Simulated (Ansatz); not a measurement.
**RbLuSe2: how the settings move a relaxation**

Question: which choices in the input matter for RbLuSe2?

Computed with Ansatz 0.2.0 (reference: DFT, PBEsol, PAW with Ansatz's default frozen-core files, scalar-relativistic; relaxation of cell and atoms, unless a step's input says otherwise).

### 1 The starting structure

Symmetry: R-3m, No. 166, trigonal system. The conventional cell has a = 4.129 Å, b = 4.129 Å, c = 23.614 Å, α = 90.00°, β = 90.00°, γ = 120.00°. Rb (site symmetry -3m) is surrounded by 6 Se at 3.38 Å. Lu (site symmetry -3m) has 6 Se at 2.84 Å in its first shell of neighbours. Se (site symmetry 3m) has 3 Lu at 2.84 Å and 3 Rb at 3.38 Å in its first shell of neighbours.

Structure file:

```cif
data_structure
_symmetry_space_group_name_H-M 'R-3m:H'
_symmetry_Int_Tables_number 166
_cell_length_a 4.1294
_cell_length_b 4.1294
_cell_length_c 23.6140
_cell_angle_alpha 90.000
_cell_angle_beta 90.000
_cell_angle_gamma 120.000
_cell_volume 348.72
loop_
_atom_site_label
_atom_site_type_symbol
_atom_site_symmetry_multiplicity
_atom_site_Wyckoff_symbol
_atom_site_fract_x
_atom_site_fract_y
_atom_site_fract_z
_atom_site_occupancy
Rb1 Rb 3 a 0.00000 0.00000 0.00000 1
Lu1 Lu 3 b 0.66667 0.33333 0.83333 1
Se1 Se 6 c 0.33333 0.66667 0.89846 1
```

### 2 Baseline

File input.yaml:

```yaml
crystal:
  lattice:
    - [2.0647, 1.1920551008, 7.8713333333]
    - [-2.0647, 1.1920551008, 7.8713333333]
    - [0.0, -2.38411020159, 7.8713333333]
  atoms:
    - { symbol: Rb, position: [0.0, 0.0, 0.0] }
    - { symbol: Lu, position: [0.5, 0.5, 0.5] }
    - { symbol: Se, position: [0.23179, 0.23179, 0.23179] }
    - { symbol: Se, position: [0.76821, 0.76821, 0.76821] }
kpoints:
  mp_grid: { grid: [8, 8, 8] }
scf:
  occupations: { method: fermi_dirac, width: 0.05 }
hamiltonian:
  xc: pbesol
  pseudopotentials: { kind: paw }
relax:
  f_tol: 0.002
  max_steps: 80
  cell: {}
output:
  forces: true
  stress: true
```

Command:

```
> ansatz run input.yaml --threads 2 --pin off --max-ram 6144MiB --backend cpu --events-out ev --progress --plain --runs-dir out
```

### 3 A further run, with the input changed

File input.yaml:

```yaml
crystal:
  lattice:
    - [2.0647, 1.1920551008, 7.8713333333]
    - [-2.0647, 1.1920551008, 7.8713333333]
    - [0.0, -2.38411020159, 7.8713333333]
  atoms:
    - { symbol: Rb, position: [0.0, 0.0, 0.0], spin: -0.5 }
    - { symbol: Lu, position: [0.5, 0.5, 0.5], spin: -2.0 }
    - { symbol: Se, position: [0.23179, 0.23179, 0.23179], spin: -2.0 }
    - { symbol: Se, position: [0.76821, 0.76821, 0.76821], spin: 2.0 }
kpoints:
  mp_grid: { grid: [6, 6, 6], shift: [0.5, 0.5, 0.5] }
scf:
  occupations: { method: fixed }
  convergence: { dr2_threshold: 1.0e-09 }
hamiltonian:
  xc: pbesol
  pseudopotentials: { kind: paw }
relax:
  f_tol: 0.002
  max_steps: 80
  cell: {}
output:
  forces: true
  stress: true
magnetization:
  spin_polarized: true
```

(Steps that only read results are left out.)

What does the calculation give? Wanted: for each run, ending; energy change.

The runs gave:

```tsv
run	ending	energy change	cycles	time
reference	converged	-	35	20 s
1: starting moments, mp_grid.grid [6, 6, 6], mp_grid.shift [0.5, 0.5, 0.5], occupations.method fixed, dr2_threshold 1.0e-09, spin_polarized true	refused	-	-	0.13 s
```

**Reading.** With the changed spin polarisation, k-point mesh, smearing and convergence setting the run ends refused. The gap of the reference lacks spin-orbit coupling, though the cell holds Lu. 1 of the 1 altered inputs did not end normally.
